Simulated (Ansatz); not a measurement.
InSb3:

```
Sb In
1.0
     4.80637    0.00000    0.00000
     0.00000    4.80637    0.00000
     0.00000    0.00000    4.80637
Sb In
3 1
Direct
  0.50000 0.50000 0.00000
  0.00000 0.50000 0.50000
  0.50000 0.00000 0.50000
  0.00000 0.00000 0.00000
```

The cell comes from a database or a generator and needn't be the stable form of this composition.

Base run:

* Program: Ansatz 0.2.0
* Functional: PBE
* Potentials or basis: Ansatz PAW
* Cutoff: 420 eV (not typed: the program's choice for these potentials)
* k mesh: 6 × 6 × 6
* Occupations: fermi-dirac, width 0.05 eV
* Spin: no spin polarisation

Its results: band gap on the k mesh none (metal or under the smearing width); pressure 0.2 GPa.

Q: The run is repeated on the same cell with these changes: functional from PBE to PBEsol; spin from no spin polarisation to spin-orbit coupling, no magnetisation; potential files from those of the base run to others of the same set. What comes out?

A: Band gap on the k mesh none (metal or under the smearing width); pressure -2.5 GPa.

Several settings changed at once, so the effect can't be laid on one alone.

Caveats: spin-orbit coupling is left out, which moves the levels of the heavy elements (some runs); the PAW data sets come from PBE, with cores solved anew for the run's functional, which leaves a small shift of forces and pressure (some runs).
